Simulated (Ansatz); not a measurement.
# Alloy of Ge and Sn (79 of 128 Ge sites exchanged), 128 atoms

How does this alloy cell relax, and what gap do PBEsol and r²SCAN give?

Method: density functional theory in Ansatz 0.2.0, PAW datasets, plane waves.

### Step 1. The starting cell

128 atoms (49 Ge, 79 Sn); a = 17.568 Å, b = 17.568 Å, c = 17.568 Å, α = 60.00°, β = 60.00°, γ = 60.00°. All atoms were shaken off their sites by about 0.02 Å along each axis.

Steps to follow: (2) PBEsol cell relaxation at the single k point (½, ½, ½), on 1 × NVIDIA GB300 Max-Q with 8 threads of Arm Neoverse-V2; (3) r²SCAN single point at the Γ point alone, on 1 × NVIDIA GB300 Max-Q with 8 threads of Arm Neoverse-V2.

### Step 2. PBEsol relaxation of the cell and the positions

in.yaml reads:

```yaml
crystal:
  lattice:
    - [0.000000, 12.422433, 12.422433]
    - [12.422433, 0.000000, 12.422433]
    - [12.422433, 12.422433, 0.000000]
  atoms:
    - { symbol: Ge, position: [0.996755, 0.999034, 0.001923] }
    - { symbol: Ge, position: [0.500936, 0.999053, 0.999080] }
    - { symbol: Ge, position: [0.000849, 0.498754, 0.001877] }
    - { symbol: Ge, position: [0.497498, 0.504833, 0.000140] }
    - { symbol: Ge, position: [0.497937, 0.002760, 0.500764] }
    - { symbol: Ge, position: [0.746285, 0.251575, 0.249554] }
    - { symbol: Ge, position: [0.252205, 0.249596, 0.749413] }
    - { symbol: Ge, position: [0.748142, 0.750910, 0.250523] }
    - { symbol: Ge, position: [0.061108, 0.563134, 0.064957] }
    - { symbol: Ge, position: [0.564471, 0.561412, 0.561460] }
    - { symbol: Ge, position: [0.751378, 0.251660, 0.999766] }
    - { symbol: Ge, position: [0.999827, 0.501510, 0.249104] }
    - { symbol: Ge, position: [0.752126, 0.749342, 0.999356] }
    - { symbol: Ge, position: [0.248997, 0.751297, 0.499719] }
    - { symbol: Ge, position: [0.499907, 0.500932, 0.750903] }
    - { symbol: Ge, position: [0.314821, 0.312650, 0.061476] }
    - { symbol: Ge, position: [0.814509, 0.311746, 0.061037] }
    - { symbol: Ge, position: [0.062828, 0.063540, 0.811200] }
    - { symbol: Ge, position: [0.561924, 0.563868, 0.314841] }
    - { symbol: Ge, position: [0.063585, 0.562758, 0.810725] }
    - { symbol: Ge, position: [0.315269, 0.814088, 0.558602] }
    - { symbol: Ge, position: [0.563886, 0.561122, 0.814218] }
    - { symbol: Ge, position: [0.501132, 0.250179, 0.000604] }
    - { symbol: Ge, position: [0.251760, 0.500247, 0.248410] }
    - { symbol: Ge, position: [0.497777, 0.751396, 0.001031] }
    - { symbol: Ge, position: [0.500668, 0.251046, 0.499494] }
    - { symbol: Ge, position: [0.748827, 0.001251, 0.750492] }
    - { symbol: Ge, position: [0.249665, 0.499902, 0.750820] }
    - { symbol: Ge, position: [0.497795, 0.748814, 0.501641] }
    - { symbol: Ge, position: [0.750866, 0.498727, 0.752304] }
    - { symbol: Ge, position: [0.063409, 0.312429, 0.061673] }
    - { symbol: Ge, position: [0.313191, 0.062360, 0.311321] }
    - { symbol: Ge, position: [0.063495, 0.311948, 0.561783] }
    - { symbol: Ge, position: [0.314128, 0.062694, 0.811808] }
    - { symbol: Ge, position: [0.249093, 0.999127, 0.502862] }
    - { symbol: Ge, position: [0.503122, 0.248450, 0.248243] }
    - { symbol: Ge, position: [0.751690, 0.499010, 0.998967] }
    - { symbol: Ge, position: [0.750446, 0.501367, 0.497678] }
    - { symbol: Ge, position: [0.001930, 0.749394, 0.749839] }
    - { symbol: Ge, position: [0.061370, 0.312264, 0.311986] }
    - { symbol: Ge, position: [0.312163, 0.562985, 0.061977] }
    - { symbol: Ge, position: [0.311792, 0.060023, 0.565294] }
    - { symbol: Ge, position: [0.811570, 0.061951, 0.563362] }
    - { symbol: Ge, position: [0.313579, 0.562173, 0.562591] }
    - { symbol: Ge, position: [0.561344, 0.814557, 0.312211] }
    - { symbol: Ge, position: [0.564899, 0.311256, 0.814214] }
    - { symbol: Ge, position: [0.811128, 0.563183, 0.562098] }
    - { symbol: Ge, position: [0.061071, 0.814981, 0.811610] }
    - { symbol: Ge, position: [0.563093, 0.813269, 0.808961] }
    - { symbol: Sn, position: [0.999918, 0.999841, 0.499311] }
    - { symbol: Sn, position: [0.248831, 0.248847, 0.252482] }
    - { symbol: Sn, position: [0.999503, 0.500403, 0.499071] }
    - { symbol: Sn, position: [0.249365, 0.750753, 0.248638] }
    - { symbol: Sn, position: [0.499163, 0.499628, 0.500338] }
    - { symbol: Sn, position: [0.751061, 0.248473, 0.751495] }
    - { symbol: Sn, position: [0.250303, 0.749222, 0.752112] }
    - { symbol: Sn, position: [0.751306, 0.749377, 0.750667] }
    - { symbol: Sn, position: [0.061493, 0.062817, 0.060325] }
    - { symbol: Sn, position: [0.561977, 0.063233, 0.062107] }
    - { symbol: Sn, position: [0.061641, 0.062755, 0.563038] }
    - { symbol: Sn, position: [0.312671, 0.313771, 0.312093] }
    - { symbol: Sn, position: [0.561213, 0.562922, 0.063025] }
    - { symbol: Sn, position: [0.564289, 0.063957, 0.561059] }
    - { symbol: Sn, position: [0.812417, 0.313267, 0.312394] }
    - { symbol: Sn, position: [0.062226, 0.564496, 0.560931] }
    - { symbol: Sn, position: [0.311333, 0.811546, 0.314367] }
    - { symbol: Sn, position: [0.312252, 0.314495, 0.812707] }
    - { symbol: Sn, position: [0.811416, 0.812629, 0.311354] }
    - { symbol: Sn, position: [0.811320, 0.316191, 0.811819] }
    - { symbol: Sn, position: [0.314375, 0.810773, 0.813099] }
    - { symbol: Sn, position: [0.812166, 0.810129, 0.814900] }
    - { symbol: Sn, position: [0.000903, 0.998739, 0.248904] }
    - { symbol: Sn, position: [0.249597, 0.250148, 0.000401] }
    - { symbol: Sn, position: [0.501429, 0.999844, 0.249786] }
    - { symbol: Sn, position: [0.249821, 0.751644, 0.999720] }
    - { symbol: Sn, position: [0.997984, 0.000671, 0.748599] }
    - { symbol: Sn, position: [0.249088, 0.251482, 0.498275] }
    - { symbol: Sn, position: [0.501363, 0.499861, 0.250208] }
    - { symbol: Sn, position: [0.499375, 0.000221, 0.751022] }
    - { symbol: Sn, position: [0.749321, 0.247705, 0.501817] }
    - { symbol: Sn, position: [0.000866, 0.498899, 0.750258] }
    - { symbol: Sn, position: [0.749912, 0.751327, 0.498922] }
    - { symbol: Sn, position: [0.064054, 0.062773, 0.311494] }
    - { symbol: Sn, position: [0.563010, 0.061590, 0.313112] }
    - { symbol: Sn, position: [0.063985, 0.561422, 0.312417] }
    - { symbol: Sn, position: [0.311787, 0.812924, 0.063762] }
    - { symbol: Sn, position: [0.308853, 0.313244, 0.565121] }
    - { symbol: Sn, position: [0.812147, 0.813267, 0.061810] }
    - { symbol: Sn, position: [0.561375, 0.062255, 0.812183] }
    - { symbol: Sn, position: [0.812005, 0.311847, 0.563973] }
    - { symbol: Sn, position: [0.813589, 0.811263, 0.564436] }
    - { symbol: Sn, position: [0.998950, 0.249129, 0.000482] }
    - { symbol: Sn, position: [0.249264, 0.998527, 0.251372] }
    - { symbol: Sn, position: [0.746520, 0.002193, 0.250873] }
    - { symbol: Sn, position: [0.999177, 0.749509, 0.001589] }
    - { symbol: Sn, position: [0.000299, 0.248567, 0.500369] }
    - { symbol: Sn, position: [0.249654, 0.999516, 0.751383] }
    - { symbol: Sn, position: [0.749835, 0.499927, 0.250100] }
    - { symbol: Sn, position: [0.000830, 0.751573, 0.500737] }
    - { symbol: Sn, position: [0.562343, 0.312842, 0.061109] }
    - { symbol: Sn, position: [0.813002, 0.062435, 0.312156] }
    - { symbol: Sn, position: [0.062838, 0.810963, 0.062944] }
    - { symbol: Sn, position: [0.312834, 0.564694, 0.312328] }
    - { symbol: Sn, position: [0.560555, 0.812876, 0.063239] }
    - { symbol: Sn, position: [0.562409, 0.312704, 0.562454] }
    - { symbol: Sn, position: [0.812956, 0.562273, 0.312786] }
    - { symbol: Sn, position: [0.812460, 0.063064, 0.811270] }
    - { symbol: Sn, position: [0.060580, 0.813403, 0.562503] }
    - { symbol: Sn, position: [0.312282, 0.562940, 0.812343] }
    - { symbol: Sn, position: [0.562345, 0.811851, 0.565512] }
    - { symbol: Sn, position: [0.812190, 0.562022, 0.812107] }
    - { symbol: Sn, position: [0.248559, 0.999352, 0.001345] }
    - { symbol: Sn, position: [0.751103, 0.001517, 0.999640] }
    - { symbol: Sn, position: [0.001520, 0.250245, 0.248661] }
    - { symbol: Sn, position: [0.248420, 0.501716, 0.999348] }
    - { symbol: Sn, position: [0.748800, 0.000069, 0.499331] }
    - { symbol: Sn, position: [0.998727, 0.752961, 0.249741] }
    - { symbol: Sn, position: [0.998700, 0.251267, 0.749162] }
    - { symbol: Sn, position: [0.250752, 0.498454, 0.501259] }
    - { symbol: Sn, position: [0.499674, 0.748698, 0.253010] }
    - { symbol: Sn, position: [0.501108, 0.249675, 0.750019] }
    - { symbol: Sn, position: [0.499567, 0.749048, 0.752049] }
    - { symbol: Sn, position: [0.311147, 0.063860, 0.063736] }
    - { symbol: Sn, position: [0.811902, 0.060255, 0.063573] }
    - { symbol: Sn, position: [0.560261, 0.314547, 0.313812] }
    - { symbol: Sn, position: [0.815580, 0.562546, 0.060135] }
    - { symbol: Sn, position: [0.063660, 0.812290, 0.312170] }
    - { symbol: Sn, position: [0.062654, 0.311643, 0.813505] }
kpoints:
  mp_grid: { grid: [1, 1, 1], shift: [0.5, 0.5, 0.5] }
hamiltonian:
  xc: pbesol
scf:
  occupations: { method: fermi_dirac, width: 0.01 }
relax:
  f_tol: 0.03
  max_steps: 80
  escape_saddle: false
  adjacent_minimum: "off"
  cell: { fix: [shape] }
output:
  forces: true
  eigenvalues: true
  populations: true
```

On the command line:

```bash
$ ansatz run in.yaml --threads 8 --pin off --max-ram 118750MiB --runs-dir r --events-out ev --progress --plain --backend cuda --devices 0,
```

The runs that follow: Single point with r²SCAN.

What does the calculation give? Wanted: for each run, top filled to lowest empty.

The runs gave:

```
             level        time  top filled to lowest empty (eV)
PBEsol, relaxation  26 s (GPU)                             0.10
            r²SCAN  24 s (GPU)                             none
```

```
     quantity                                                                         value
   relaxation                                              6 recorded steps, 9.75 eV gained
largest shift                                                                0.31 Å (Sn108)
 relaxed cell  a = 17.584 Å, b = 17.584 Å, c = 17.584 Å, α = 60.00°, β = 60.00°, γ = 60.00°
   mean bonds                                       Ge–Ge 2.513, Ge–Sn 2.665, Sn–Sn 2.807 Å
```

**Reading.** Relaxation gains 9.75 eV, with shifts up to 0.31 Å (Sn108), while the volume changes by +0.3 %. The mean lengths of the listed bonds run from Ge–Ge 2.51 Å to Sn–Sn 2.81 Å. A spacing under 0.2 eV need not be a band gap: disorder can split levels that lie at the Fermi energy. No spin–orbit coupling is included; with elements this heavy it would shift the edges. With one k point the spacing samples only the states that fold onto it, so it can exceed the gap over the zone.
